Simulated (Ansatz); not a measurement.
**AsH+ (doublet): wB97M-V, B2PLYP over a scan of the distance As1–H2, cc-pVTZ**

Aim: run AsH+ (doublet) with these functionals over a scan of the distance As1–H2, and hold them against the top wave-function level at the same points.

Method: cc-pVTZ, all electrons in the functionals, frozen cores in the correlation of double hybrids and RPA; program: Ansatz 0.2.0, Gaussian basis.

The runs, in order: wB97M-V, B2PLYP, at 1.256 Å; 1.368 Å; 1.535 Å; 1.658 Å; 1.902 Å; 2.135 Å; 2.426 Å; 2.817 Å; 3.310 Å; 4.081 Å; 5.241 Å.

17 further runs of the same task are left out: 14 that didn't finish, 3 set aside as unsound or not needed.

**1. What is computed**

The geometry derives from a PBE0/def2-TZVP stationary point (not a proven minimum). One bond is set to the value named and the two fragments are kept rigid. No spin-orbit coupling is included. The filled d shell of As may be among the frozen orbitals whatever the setting's name suggests; the logs give the count.

2 atoms, charge 1, spin multiplicity 2.

Atoms are counted from 1 here; the program's logs count them from 0.

Bond lengths: As1–H2 1.535 Å.

No dispersion term is added; wB97M-V holds VV10 nonlocal correlation.

The geometry shown and the zero of energy belong to the point 1.535 Å. The yardstick, FCI, and other wave-function levels (R restricted, U unrestricted, valence and pair active spaces) come from earlier runs.

**2. wB97M-V, 1.256 Å**

The input, in.yaml:

```yaml
crystal:
  periodic: [false, false, false]
  atoms:
    - {symbol: As, position_ang: [0.000000, 0.000000, 0.000000]}
    - {symbol: H, position_ang: [0.000000, 0.000000, 1.256000]}
basis:
  gaussian: {orbitals: cc-pVTZ}
total_charge: 1
magnetization: {spin_polarized: true, initial_magnetization: 1}
hamiltonian: {xc: {name: wB97M-V}}
output: {forces: true, orbitals: {seedname: orbitals}}
```

The run is started by

```
ansatz run in.yaml --threads 1 --pin off --events-out ev --progress --plain --max-ram 2393MiB
```

Further steps of the session: wB97M-V, 1.368 Å; wB97M-V, 1.535 Å; wB97M-V, 1.658 Å; wB97M-V, 1.902 Å; wB97M-V, 2.135 Å; wB97M-V, 2.426 Å; wB97M-V, 2.817 Å; wB97M-V, 3.310 Å; wB97M-V, 4.081 Å; wB97M-V, 5.241 Å; B2PLYP, 1.256 Å; B2PLYP, 1.368 Å; B2PLYP, 1.535 Å; B2PLYP, 1.658 Å; B2PLYP, 1.902 Å; B2PLYP, 2.135 Å; B2PLYP, 2.426 Å; B2PLYP, 2.817 Å; B2PLYP, 3.310 Å; B2PLYP, 4.081 Å; B2PLYP, 5.241 Å.

**Question.** What will the summary of the whole plan be? Wanted: span of the FCI curve; largest miss, wB97M-V; largest miss, B2PLYP.

The runs gave:

| quantity | value |
| --- | --- |
| span of the FCI curve | 295.1 kJ/mol |
| largest miss, wB97M-V | +25.8 kJ/mol (2.426 Å) |
| largest miss, B2PLYP | +21.4 kJ/mol (2.426 Å) |

**Reading.** Of the functionals, B2PLYP keep the smallest largest miss at the points compared (at most 21.4 kJ/mol) and wB97M-V strays most (25.8 kJ/mol, at 2.426 Å). wB97M-V, B2PLYP clearly break the spin symmetry at some points (⟨S²⟩ up to 1.00 above the pure value), so energy there is bought with a mixed spin. Functionals and the yardstick converge differently with the basis, so part of each miss in cc-pVTZ is the basis.
